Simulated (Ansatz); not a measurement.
YbB2, space group P6/mmm: relaxations under a series of pressures, run with Ansatz 0.2.0 through its Python package.

`ybb2_compress.py`
```python
"""Volume and enthalpy of YbB2 against pressure."""

import logging
import sys

import ansatz
import numpy as np
from pymatgen.core import Lattice, Structure
from pymatgen.io.ase import AseAtomsAdaptor

logging.basicConfig(stream=sys.stdout, format="[%(levelname)s] %(message)s")
log = logging.getLogger("ansatz_job")
log.setLevel(logging.INFO)

def edges_and_angles(cell):
    cell = np.asarray(cell)
    a, b, c = np.linalg.norm(cell, axis=1)
    cosines = cell[1] @ cell[2] / (b * c), cell[0] @ cell[2] / (a * c), cell[0] @ cell[1] / (a * b)
    return (a, b, c, *np.degrees(np.arccos(cosines)))

pmg_structure = Structure(
    Lattice([[3.2503, 0.0, 0.0], [-1.62515, 2.81484237, 0.0], [0.0, 0.0, 3.7315]]),
    ["Yb", "B", "B"],
    [
        [0.0, 0.0, 0.0],
        [1 / 3, 2 / 3, 0.5],
        [2 / 3, 1 / 3, 0.5],
    ],
)
crystal = ansatz.Crystal.from_ase(AseAtomsAdaptor.get_atoms(pmg_structure))

setup = (
    crystal.calculation()
    .pseudopotentials("paw", azcp={"folder": "soft_1"})
    .functional(ansatz.Functional.PBE)
    .occupations("fermi_dirac")
    .basis(35 * ansatz.Ry)
    .kpoints(mesh=(10, 10, 7))
)

# H = F + PV, with 1 GPa A^3 = 1/160.21766 eV
rows = []
for pressure in [-2, 0, 2, 5, 10]:
    outcome = setup.relax(cell=True, pressure=pressure, force_tolerance=0.03, max_steps=40).run()
    cell = outcome.lattice.cell_ang
    n_atoms = len(outcome.lattice.sites)
    volume = abs(np.linalg.det(cell)) / n_atoms
    enthalpy = outcome.report["free_energy_ev"] / n_atoms + pressure * volume / 160.21766
    rows.append((pressure, volume, enthalpy, *edges_and_angles(cell)))
    log.info(f"{pressure} GPa done: {volume:.4f} A^3/atom")

log.info(" P (GPa)  V (A^3/atom)  H (eV/atom)     a       b       c")
for row in rows:
    log.info("{:8.1f} {:12.4f} {:14.5f} {:7.4f} {:7.4f} {:7.4f}".format(*row[:6]))
p, v = np.array([row[0] for row in rows], float), np.array([row[1] for row in rows])
print("mean bulk modulus between rows (GPa):", np.round(-np.diff(p) / np.diff(np.log(v)), 1))
```

How far does the cell shrink over this series of pressures, and what bulk modulus does the first step imply?

The volume falls from 11.76 Å³ an atom at -2 GPa to 10.90 at 10 GPa, by 7.3 %. Between -2 and 0 GPa, -V dP/dV is about 140 GPa, a mean over that step.

What the script printed:

`python ybb2_compress.py` gives:
```text
[INFO] -2 GPa done: 11.7578 A^3/atom
[INFO] 0 GPa done: 11.5914 A^3/atom
[INFO] 2 GPa done: 11.4357 A^3/atom
[INFO] 5 GPa done: 11.2192 A^3/atom
[INFO] 10 GPa done: 10.8973 A^3/atom
[INFO]  P (GPa)  V (A^3/atom)  H (eV/atom)     a       b       c
[INFO]     -2.0      11.7578    -4702.94679  3.2459  3.2459  3.8660
[INFO]      0.0      11.5914    -4702.80106  3.2316  3.2316  3.8451
[INFO]      2.0      11.4357    -4702.65734  3.2180  3.2180  3.8256
[INFO]      5.0      11.2192    -4702.44526  3.1988  3.1988  3.7982
[INFO]     10.0      10.8973    -4702.10028  3.1695  3.1695  3.7577
mean bulk modulus between rows (GPa): [140.3 147.9 156.9 171.7]
```

Notes:
- Total energies depend on the potentials; only differences at equal settings carry meaning.
- Semilocal functionals put the nearly full 4f shell of Yb too close to the Fermi level.
- At a fixed pressure a relaxation lowers the enthalpy F + PV, while F alone can rise.
- The mesh is modest for a metal, so energies can be off by several to tens of meV an atom and pressures by half a GPa or more; differences at equal mesh fare better.
- The starting cell is as deposited in a crystallographic database; the results hold for this polymorph, which needn't be the stable one.
- Symmetry holds the cell in this phase, whether or not it is the stable one at each pressure.
- Timing: 67 s on 1 thread of Intel(R) Xeon(R) Processor @ 2.30GHz, on a shared host, peak memory 0.62 GiB.
